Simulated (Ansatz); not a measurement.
**C₃H₉AlO: up Jacob's ladder to CCSD(T)**

An exercise on one series of results from a longer session: the logs are not shown, and one member is left open.

Method: functionals in def2-TZVPP, the program's frozen cores in correlated methods; program: Ansatz 0.2.0, Gaussian basis.

The runs, in order: LDA (SPW92), PBE-D4, revPBE-D4, BLYP-D4, r2SCAN-D4, B97M-V, PBE0-D4, B3LYP-D4, r2SCANh-D4, r2SCAN0-D4, HSE06-D4, BHLYP-D4, CAM-B3LYP-D4, LC-ωPBE, ωB97X-V, ωB97M-V, B2PLYP, PBE-QIDH; CCSD(T)/def2-SVP; CCSD(T)/def2-TZVPP; MP2/def2-QZVPP; extrapolation to the limit; RPA on PBE.

### The relaxed structure

The geometry comes from an earlier relaxation with PBE0-D4 in a triple-zeta def2 set; it is a stationary point, not always the lowest conformer.

SMILES `CO[CH2][AlH][CH3]`, 14 atoms, charge 0, spin multiplicity 1.

Atoms are counted from 1 here; the program's logs count them from 0.

Bond lengths: C1–O2 1.393 Å, C1–H6 1.091 Å, C1–H7 1.104 Å, C1–H8 1.100 Å, O2–C3 1.421 Å, C3–Al4 1.988 Å, C3–H9 1.099 Å, C3–H10 1.103 Å, Al4–C5 1.951 Å, Al4–H11 1.595 Å, C5–H12 1.094 Å, C5–H13 1.093 Å, C5–H14 1.096 Å. Angles: O2–C1–H6 108.1°, O2–C1–H7 111.8°, O2–C1–H8 111.7°, H6–C1–H7 108.5°, H6–C1–H8 108.9°, H7–C1–H8 107.8°, C1–O2–C3 111.8°, O2–C3–Al4 114.3°, O2–C3–H9 106.1°, O2–C3–H10 110.4°, Al4–C3–H9 107.6°, Al4–C3–H10 113.0°, H9–C3–H10 104.7°, C3–Al4–C5 121.3°, C3–Al4–H11 117.7°, C5–Al4–H11 120.9°, Al4–C5–H12 111.5°, Al4–C5–H13 112.2° and more.

The first run:

File in.yaml:

```yaml
crystal:
  periodic: [false, false, false]
  atoms:
    - {symbol: C, position_ang: [-1.843234, 0.228115, -0.531931]}
    - {symbol: O, position_ang: [-0.949820, -0.571764, -1.241171]}
    - {symbol: C, position_ang: [-0.221434, -1.439541, -0.382796]}
    - {symbol: Al, position_ang: [1.180594, -0.534742, 0.698188]}
    - {symbol: C, position_ang: [1.615490, 1.347663, 0.425466]}
    - {symbol: H, position_ang: [-2.341005, 0.890325, -1.241575]}
    - {symbol: H, position_ang: [-1.329033, 0.847998, 0.222783]}
    - {symbol: H, position_ang: [-2.603475, -0.373829, -0.011862]}
    - {symbol: H, position_ang: [0.281210, -2.164957, -1.037246]}
    - {symbol: H, position_ang: [-0.912898, -2.044767, 0.227846]}
    - {symbol: H, position_ang: [1.992143, -1.419710, 1.748632]}
    - {symbol: H, position_ang: [2.696357, 1.503489, 0.353335]}
    - {symbol: H, position_ang: [1.148615, 1.752176, -0.475875]}
    - {symbol: H, position_ang: [1.273492, 1.950443, 1.274808]}
basis:
  gaussian: {orbitals: def2-TZVPP}
hamiltonian: {xc: lda}
output: {orbitals: {seedname: orbitals}}
```

Among the steps run: LDA; PBE-D4 (GGA); revPBE-D4 (GGA); BLYP-D4 (GGA); r2SCAN-D4 (meta-GGA); B97M-V (meta-GGA); PBE0-D4 (hybrid); B3LYP-D4 (hybrid); r2SCANh-D4 (hybrid); r2SCAN0-D4 (hybrid); HSE06-D4 (hybrid); BHLYP-D4 (hybrid); CAM-B3LYP-D4 (range-separated); LC-ωPBE (range-separated); ωB97X-V (range-separated); ωB97M-V (range-separated); B2PLYP (double hybrid); PBE-QIDH (double hybrid).

One table of the session follows, with a row left open; its other results are not shown here.

It belongs to the step «Orbital energies across the functionals». 

| functional | HOMO (eV) | gap (eV) |
| --- | --- | --- |
| LDA (SPW92) | -5.28 | 3.28 |
| PBE-D4 | -5.15 | 3.40 |
| revPBE-D4 | -5.09 | 3.46 |
| BLYP-D4 | -5.06 | 3.42 |
| r2SCAN-D4 | -5.39 | 3.98 |
| B97M-V | -5.55 | 3.93 |
| PBE0-D4 | ? | ? |
| B3LYP-D4 | -6.32 | 5.13 |
| r2SCANh-D4 | -5.92 | 4.76 |
| r2SCAN0-D4 | -6.71 | 5.92 |
| HSE06-D4 | -6.13 | 4.78 |
| BHLYP-D4 | -7.86 | 7.64 |
| CAM-B3LYP-D4 | -7.92 | 7.85 |
| LC-ωPBE | -9.21 | 10.25 |
| ωB97X-V | -8.90 | 9.80 |
| ωB97M-V | -8.82 | 9.40 |

**Question.** Estimate the row for PBE0-D4.

As computed: HOMO (eV): -6.53; gap (eV): 5.55. In the column «HOMO (eV)» it lies between r2SCAN0-D4 (-6.71) and B3LYP-D4 (-6.32).
